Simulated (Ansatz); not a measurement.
**CH5AlBFO: a ladder of functionals and wavefunction methods**

Aim: compute CH5AlBFO with functionals from several rungs and with coupled cluster, and see how far each lands from CCSD(T) at the basis-set limit for the atomisation energy.

The runs use Ansatz 0.2.0, Gaussian basis; functionals in def2-TZVPP, the program's frozen cores in correlated methods.

Levels to be run: PBE-D4, r2SCAN-D4, PBE0-D4, B3LYP-D4, ωB97X-V, ωB97M-V, B2PLYP; CCSD(T)/def2-TZVPP; MP2/def2-QZVPP; extrapolation to the limit.

## 1. The relaxed structure

All runs share one geometry, relaxed beforehand with PBE0-D4 in a triple-zeta def2 set.

10 atoms, charge 0, spin multiplicity 1.

Atoms are counted from 1 here; the program's logs count them from 0.

Bond lengths: C1–B2 1.548 Å, C1–H6 1.091 Å, C1–H7 1.093 Å, C1–H8 1.108 Å, B2–Al3 2.136 Å, B2–H9 1.201 Å, Al3–O4 1.695 Å, Al3–F5 1.657 Å, O4–H10 0.956 Å. Angles: B2–C1–H6 116.9°, B2–C1–H7 115.2°, B2–C1–H8 101.4°, H6–C1–H7 110.7°, H6–C1–H8 105.7°, H7–C1–H8 105.2°, C1–B2–Al3 121.9°, C1–B2–H9 118.1°, Al3–B2–H9 119.9°, B2–Al3–O4 119.3°, B2–Al3–F5 123.4°, O4–Al3–F5 117.3°, Al3–O4–H10 124.1°.

Geometry (Å):

```xyz
10

C    -0.7813    0.5597    1.3877
B     0.0293    1.0041    0.1455
Al    0.8035   -0.4066   -1.2593
O     0.5702   -2.0623   -0.9847
F     1.6390    0.0281   -2.6231
H    -0.6445   -0.4688    1.7234
H    -0.7513    1.2506    2.2341
H    -1.8194    0.6152    1.0039
H     0.1532    2.1812   -0.0572
H     0.8842   -2.7525   -1.5673
```

## 2. PBE-D4 (GGA)

Contents of in.yaml:

```yaml
crystal:
  periodic: [false, false, false]
  atoms:
    - {symbol: C, position_ang: [-0.781295, 0.559744, 1.387687]}
    - {symbol: B, position_ang: [0.029315, 1.004149, 0.145482]}
    - {symbol: Al, position_ang: [0.803541, -0.406550, -1.259327]}
    - {symbol: O, position_ang: [0.570232, -2.062321, -0.984700]}
    - {symbol: F, position_ang: [1.639035, 0.028143, -2.623123]}
    - {symbol: H, position_ang: [-0.644513, -0.468771, 1.723430]}
    - {symbol: H, position_ang: [-0.751308, 1.250563, 2.234125]}
    - {symbol: H, position_ang: [-1.819420, 0.615209, 1.003944]}
    - {symbol: H, position_ang: [0.153214, 2.181234, -0.057177]}
    - {symbol: H, position_ang: [0.884198, -2.752500, -1.567341]}
basis:
  gaussian: {orbitals: def2-TZVPP}
hamiltonian: {xc: pbe, dispersion: d4}
output: {forces: true, orbitals: {seedname: orbitals}}
```

Run with:

```console
> ansatz run in.yaml --threads 4 --pin off --events-out ev --progress --plain --max-ram 10444MiB
```

Further steps of the session: r2SCAN-D4 (meta-GGA); PBE0-D4 (hybrid); B3LYP-D4 (hybrid); ωB97X-V (range-separated); ωB97M-V (range-separated); B2PLYP (double hybrid); CCSD(T) in def2-TZVPP; MP2 in def2-QZVPP.

**Question.** What will the summary of the whole plan be? Wanted: atomisation energy, CCSD(T)/CBS; farthest; mean size of error, hybrid; mean size of error, range-separated; gap, smallest and largest; T1 diagnostic; triples share of the correlation energy.

**Answer**, as computed:

| quantity | value |
| --- | --- |
| atomisation energy, CCSD(T)/CBS | 39.399 eV |
| functionals within 0.197 eV (0.5 %) | r2SCAN-D4, B3LYP-D4, ωB97X-V, ωB97M-V |
| farthest | PBE-D4 (+0.432 eV) |
| mean size of error, hybrid | 0.196 eV |
| mean size of error, range-separated | 0.027 eV |
| gap, smallest and largest | 3.22 eV (PBE-D4), 9.86 eV (ωB97X-V) |
| T1 diagnostic | 0.0123 |
| triples share of the correlation energy | 3.2 % |

**Reading.** PBE-D4 is off by +0.432 eV. Double hybrids carry the basis error of their MP2 part in triple zeta, and no dispersion term here, so their miss is partly the set-up's. The reference freezes the cores and leaves out relativity and excitations past (T), so misses under about 0.197 eV can't be ranked. Hartree-Fock recovers 75 % of the binding; the rest is correlation. Orbital gaps span 3.2 to 9.9 eV; exact exchange widens them.
